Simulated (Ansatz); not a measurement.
# BiTe (I4/mmm) in Ansatz: further runs

One crystal, BiTe, is run at these levels: PBE; tasks: band structure.

Everything below comes from runs of Ansatz 0.2.0. Logs are shortened: lines on timing, memory, paths and dates and some standing lists are left out, and cuts for length are marked.

### 1 The structure

Symmetry: I4/mmm, No. 139, tetragonal system. Conventional cell: a = 4.392 Å, b = 4.392 Å, c = 6.470 Å, α = 90.00°, β = 90.00°, γ = 90.00°. Bi (site symmetry 4/mmm) has 6 Te at 3.11 to 3.23 Å as nearest neighbours. Te (site symmetry 4/mmm) is surrounded by 6 Bi at 3.11 to 3.23 Å.

### 2 Band structure, PBE, 31.20 Å³/atom

Input file input.yaml:

```yaml
crystal:
  lattice:
    - [0.0, 3.1056, 3.235]
    - [3.1056, 0.0, 3.235]
    - [3.1056, 3.1056, 0.0]
  atoms:
    - { symbol: Bi, position: [0.0, 0.0, 0.0] }
    - { symbol: Te, position: [0.5, 0.5, 0.5] }
hamiltonian:
  xc: pbe
  pseudopotentials: { kind: paw }
kpoints:
  mp_grid: { grid: [6, 6, 6] }
  band_path:
    path:
      - [[0.0, 0.0, 0.0], [-0.5, 0.0, -0.5], [-0.5, -0.2304, -0.7304], [-0.3652, -0.3652, -0.7304], [0.0, 0.0, 0.0], [0.5, 0.5, 0.0], [0.3652, 0.3652, -0.2696], [0.0, 0.0, -0.5], [-0.25, 0.25, -0.5], [0.2304, 0.5, -0.2696], [0.5, 0.5, 0.0]]
      - [[-0.5, 0.0, -0.5], [-0.25, 0.25, -0.5]]
    npoints: 14
scf:
  occupations: { method: fermi_dirac, width: 0.05 }
  n_extra_bands: 6
output:
  forces: true
  stress: true
  eigenvalues: true
  fatbands: true
  write_density: true
  write_potential: true
  elf: true
  volumetric_format: npy
```

Potentials or basis: Ansatz PAW.

Started as:

```
$ ansatz run input.yaml --threads 2 --pin off --max-ram 5632MiB --backend cpu --events-out ev --progress --plain --runs-dir out
```

What it wrote:

```text
Warning: RAYON_NUM_THREADS=2 ignored (pool sized by the plan → 2); use --threads N
scf.n_extra_bands = 6 over 16 filled bands (N_el = 31.0): the run solves 22 bands
Engine: ansatz 0.2.0, x86_64-unknown-linux-gnu
Pseudopotentials: kind: paw
Pseudopotential: Bi, paw, valence charge 15, recommended cutoff 420 eV (normal), Bi.paw.azcp
Pseudopotential: Te, paw, valence charge 16, recommended cutoff 420 eV (normal), Te.paw.azcp
Functional definition: PBE
  parameter kappa = 0.804
  parameter beta = 0.06672455060314922
  exchange = pbe_x(kappa = kappa, mu = beta*pi^2/3)
  correlation = pbe_c(beta = beta)
Crystal: 2 atoms, lattice volume = 62.402 Å³
Basis set: ecut = 420 eV, 1243 PW (Γ), exchange–correlation on 60×60×60 points (8 copies of the dense FFT grid, shifted against one another)
Bands: 22, of which v1, the nominal top of the filled ones, is band 16 counted from 1 (15 counted from 0)
Symmetry: 16 space group operations
Space group: I4/mmm (ITA 139), of the structure as read, at distance tolerance 4.0e-5 Å
k-points: 30 of 216
Non-local potential: Bi, projectors of the file, l = 0: 2, l = 1: 2, l = 2: 2, l = 3: 2
Non-local potential: Te, projectors of the file, l = 0: 2, l = 1: 2, l = 2: 2, l = 3: 2
PAW form: soft (Blöchl's): semilocal exchange-correlation on the pseudo side does not see the compensation charge
PAW one-centre angular grid: Bi, 590 points (default); XC on 64 Gauss nodes
PAW one-centre angular grid: Te, 590 points (default); XC on 64 Gauss nodes
Initial density: superposition of atomic densities (neutral atoms: chi_scale 0, normalization atom), corrected by the library's trained network
Initial wavefunctions: pseudopotential atomic-orbital guess
Functional: x = pbe(κ = 0.804, μ = 0.2195149727645171), c = pbe(β = 0.06672455060314922)
SCF iter   1: F=—  HF=-19376.524965 eV  |F-HF|=—  |Δ(HF+E_count)|=         —  Δρ=1.27e-3  dr2=2.01e-3  ethr=1.77e-3  ⟨swp⟩=7.4  Hψ=3581  notcnv=0  defer=1
preconditioner: auto → Kerker (q_TF=auto, 2.428 Å⁻¹)  [metal: Δε(μ)=0.037 eV  Ē_g=11.311 eV  σ=0.050 eV  W_gap=0.18  n_scr=14 (ndim 8)  ℏωp=15.6 eV  f_vac=0.005  D(μ)=1.82/eV (n_scr^D=14)]
SCF iter   2: F=—  HF=-19376.522845 eV  |F-HF|=—  |Δ(HF+E_count)|=   2.12e-3  Δρ=8.30e-4  dr2=6.34e-4  ethr=6.49e-6  ⟨swp⟩=2.3  Hψ=1315  notcnv=0  defer=3
SCF iter   3: F=—  HF=-19376.522833 eV  |F-HF|=—  |Δ(HF+E_count)|=   1.19e-5  Δρ=3.32e-4  dr2=1.31e-4  ethr=2.04e-6  ⟨swp⟩=2.4  Hψ=921  notcnv=0  defer=3
SCF iter   4: F=—  HF=-19376.522812 eV  |F-HF|=—  |Δ(HF+E_count)|=   2.10e-5  Δρ=1.84e-4  dr2=3.01e-5  ethr=4.22e-7  ⟨swp⟩=2.0  Hψ=706  notcnv=0  defer=3
SCF iter   5: F=—  HF=-19376.522797 eV  |F-HF|=—  |Δ(HF+E_count)|=   1.45e-5  Δρ=4.53e-5  dr2=1.41e-6  ethr=9.70e-8  ⟨swp⟩=2.0  Hψ=929  notcnv=0  defer=3
SCF iter   6: F=—  HF=-19376.522798 eV  |F-HF|=—  |Δ(HF+E_count)|=   1.04e-6  Δρ=2.57e-5  dr2=3.45e-7  ethr=4.55e-9  ⟨swp⟩=2.0  Hψ=783  notcnv=0  defer=3
SCF iter   7: F=-19376.522798 eV  HF=-19376.522798 eV  |F-HF|=1.31e-8  |Δ(HF+E_count)|=   7.66e-8  Δρ=6.29e-6  dr2=2.95e-8  ethr=3.23e-10  ⟨swp⟩=13.9  Hψ=5317  notcnv=0
SCF 1 converged in 7 iterations: F = -19376.522798 eV  dr2 = 2.95e-8
NSCF: frozen V_eff on 156 k-points
SCF converged after 7 iterations
Free energy (F): -19376.522798 eV
Harris-Foulkes:  -19376.522798 eV  (|F-HF|=1.31e-8)
Internal energy: -19376.508503 eV  (E = F + TS)
E sigma→0 (E₀):  -19376.515651 eV
Entropy (-TS):   -0.014295 eV (-7.148 meV/atom)
Fermi energy:    11.099089 eV
--- Per-component energies (eV) ---
  E_band       = -328.522898
  E_kinetic    = 484.492899
  E_local      = -2634.307941  (includes V_loc(G=0)·N_el)
  E_nonlocal   = 250.035859
  E_hartree    = 1243.291849
  E_xc         = -276.871461
  E_vxc        = -250.036447  (∫ρ·V_xc dr)
  E_paw        = -15324.993307  (= ΣΔE_a)
  E_vpaw       = -665.296514  (= ΣTr[D̂ρ^β])
  E_aug_tail   = -0.000644  (compensation charges beyond the density's cutoff)
  E_ewald      = -3118.155757
  E_smearing   = -0.014295  (= −TS)
  E_closure    = 0.000000  (closes the sum)
  Σ components = -19376.522798   (vs F -19376.522798, Δ=0.00e0)
--- Forces (eV/Å), atoms counted from 1 ---
  atom   1  Bi    -0.00000000     0.00000000     0.00000000
  atom   2  Te     0.00000000     0.00000000    -0.00000000
  max |Σ_I F_I| component: 2.37e-29 eV/Å
--- Stress (GPa, compression-positive) ---
        7.688353       0.000000       0.000000
        0.000000       7.688353       0.000000
        0.000000      -0.000000       2.609360
  P = ⅓ Tr σ = 5.9954 GPa (59.954 kbar)
--- Band table (eV; the first three rows and the last of 30) ---
  k-point 0: bands = ["-26.3285", "-26.3240", "-26.3136", "-26.3136", "-26.3120", "-12.0876", "-12.0796", "-12.0562", "-12.0555", "-12.0555", "-3.0103", "3.3419", "8.1612", "8.1612", "8.7209", "12.7992", "13.7945", "13.7945", "15.4707", "15.7983", "15.7983", "17.0963"]
  k-point 1: bands = ["-26.3284", "-26.3238", "-26.3135", "-26.3134", "-26.3119", "-12.0899", "-12.0779", "-12.0573", "-12.0544", "-12.0538", "-2.7354", "2.5731", "8.2892", "8.4589", "8.8136", "11.9381", "12.7337", "12.7697", "15.5356", "16.1440", "16.2899", "18.4881"]
  k-point 2: bands = ["-26.3282", "-26.3235", "-26.3133", "-26.3131", "-26.3117", "-12.0949", "-12.0757", "-12.0592", "-12.0514", "-12.0500", "-1.9302", "0.9934", "8.6807", "8.7756", "9.2036", "10.7269", "11.2516", "11.2552", "16.5899", "17.6699", "17.6790", "20.8327"]
  k-point 29: bands = ["-26.3280", "-26.3243", "-26.3124", "-26.3124", "-26.3123", "-12.0841", "-12.0823", "-12.0771", "-12.0421", "-12.0421", "-1.2737", "1.4952", "4.9806", "6.7519", "6.7519", "13.1246", "15.2190", "15.2190", "16.2912", "20.2308", "21.2480", "21.2774"]
```

bands.tsv:

```text
# k_distance	band_0	band_1	band_2	band_3	band_4	band_5	band_6	band_7	band_8	band_9	band_10	band_11	band_12	band_13	band_14	band_15	band_16	band_17	band_18	band_19	band_20	band_21
[... 174 lines left out ...]
7.202063	-37.427926	-37.421445	-37.412450	-37.412125	-37.410492	-23.208076	-23.160157	-23.153166	-23.152017	-23.149089	-11.469339	-10.891638	-5.764324	-5.426613	-2.026132	-0.016979	3.710450	4.661865	5.183042	5.822693	10.441336	10.822076
7.236746	-37.427926	-37.421445	-37.412370	-37.412206	-37.410494	-23.207984	-23.160157	-23.152160	-23.152113	-23.150109	-11.427412	-10.945756	-5.684449	-5.514760	-1.826816	-0.250265	3.956675	4.439068	5.310902	5.625973	10.504260	10.749825
7.271429	-37.427926	-37.421449	-37.412289	-37.412289	-37.410491	-23.207953	-23.160162	-23.152138	-23.151139	-23.151139	-11.410960	-10.966319	-5.601001	-5.601001	-1.745103	-0.343324	4.201692	4.201692	5.457038	5.457038	10.536076	10.714694
```

fatbands.tsv:

```text
# ik	k_distance	band	e_minus_ef	bi0_l0_6S	bi0_l1_6P	bi0_l2_5D	te1_l0_5S	te1_l1_5P	te1_l2_4D
# fermi_ev = 11.099089
# lock_threshold_ev = 1e-12
# [0, 0, 0] at k_distance = 0.000000
# [-0.5, 0, -0.5] at k_distance = 1.011590
# [-0.5, -0.2304, -0.7304] at k_distance = 1.477730
# [-0.3652, -0.3652, -0.7304] at k_distance = 1.863421
# [0, 0, 0] at k_distance = 2.908334
# [0.5, 0.5, 0] at k_distance = 3.879460
# [0.3652, 0.3652, -0.2696] at k_distance = 4.265151
# [0, 0, -0.5] at k_distance = 4.852019
# [-0.25, 0.25, -0.5] at k_distance = 5.567321
# [0.2304, 0.5, -0.2696] at k_distance = 6.240417
# [0.5, 0.5, 0] at k_distance = 6.785866
# [-0.5, 0, -0.5] at k_distance = 6.785866
# [-0.25, 0.25, -0.5] at k_distance = 7.271429
# jumps = 141
# n_points = 156
0	0.000000	0	-37.427629	0.000000	0.000000	0.000136	0.000000	0.000000	0.999848
0	0.000000	1	-37.423134	0.000000	0.000000	0.000021	0.000000	0.000000	0.999972
0	0.000000	2	-37.412644	0.000000	0.000000	0.000013	0.000000	0.000000	0.999982
0	0.000000	3	-37.412644	0.000000	0.000000	0.000013	0.000000	0.000000	0.999982
0	0.000000	4	-37.411126	0.000008	0.000000	0.000085	0.000000	0.000000	0.999895
0	0.000000	5	-23.186688	0.000000	0.000000	0.999719	0.000000	0.000000	0.000137
[... 2519 lines left out ...]
114	5.663478	17	4.654992	0.000000	0.289356	0.000002	0.000000	0.239825	0.000052
114	5.663478	18	5.021323	0.000884	0.410902	0.000045	0.002142	0.336348	0.000056
114	5.663478	19	5.810917	0.
```

Run time: 2.6 s. Hardware: 2 threads of Intel Xeon 6975P-C (Granite Rapids), shared host; peak memory 0.45 GiB.

Results:

```
Free energy            : -19376.5228 eV
Pressure               : 6.0 GPa
Band gap on the k mesh : none (metal or under the smearing width)
```

Caveat: spin-orbit coupling is left out, which moves the levels of the heavy elements.

### 3 Band structure, PBE, 32.51 Å³/atom

Input file input.yaml:

```yaml
crystal:
  lattice:
    - [0.0, 3.1703, 3.235]
    - [3.1703, 0.0, 3.235]
    - [3.1703, 3.1703, 0.0]
  atoms:
    - { symbol: Bi, position: [0.0, 0.0, 0.0] }
    - { symbol: Te, position: [0.5, 0.5, 0.5] }
hamiltonian:
  xc: pbe
  pseudopotentials: { kind: paw }
kpoints:
  mp_grid: { grid: [6, 6, 6] }
  band_path:
    path:
      - [[0.0, 0.0, 0.0], [-0.5, 0.0, -0.5], [-0.5, -0.2401, -0.7401], [-0.37005, -0.37005, -0.7401], [0.0, 0.0, 0.0], [0.5, 0.5, 0.0], [0.37005, 0.37005, -0.2599], [0.0, 0.0, -0.5], [-0.25, 0.25, -0.5], [0.2401, 0.5, -0.2599], [0.5, 0.5, 0.0]]
      - [[-0.5, 0.0, -0.5], [-0.25, 0.25, -0.5]]
    npoints: 14
scf:
  occupations: { method: fermi_dirac, width: 0.05 }
  n_extra_bands: 6
output:
  forces: true
  stress: true
  eigenvalues: true
  fatbands: false
```

Potentials or basis: Ansatz PAW.

Started as:

```
$ ansatz run input.yaml --threads 2 --pin off --max-ram 5632MiB --backend cpu --events-out ev --progress --plain --runs-dir out
```

Wall time 1.9 s (2 threads of Intel Xeon 6975P-C (Granite Rapids), shared host); peak memory 0.43 GiB.

It converged, with:

```yaml
Free_energy: -19376.6122 eV
Pressure: 3.1 GPa
Band_gap_on_the_k_mesh: none (metal or under the smearing width)
```

Caveat: spin-orbit coupling is left out, which moves the levels of the heavy elements.
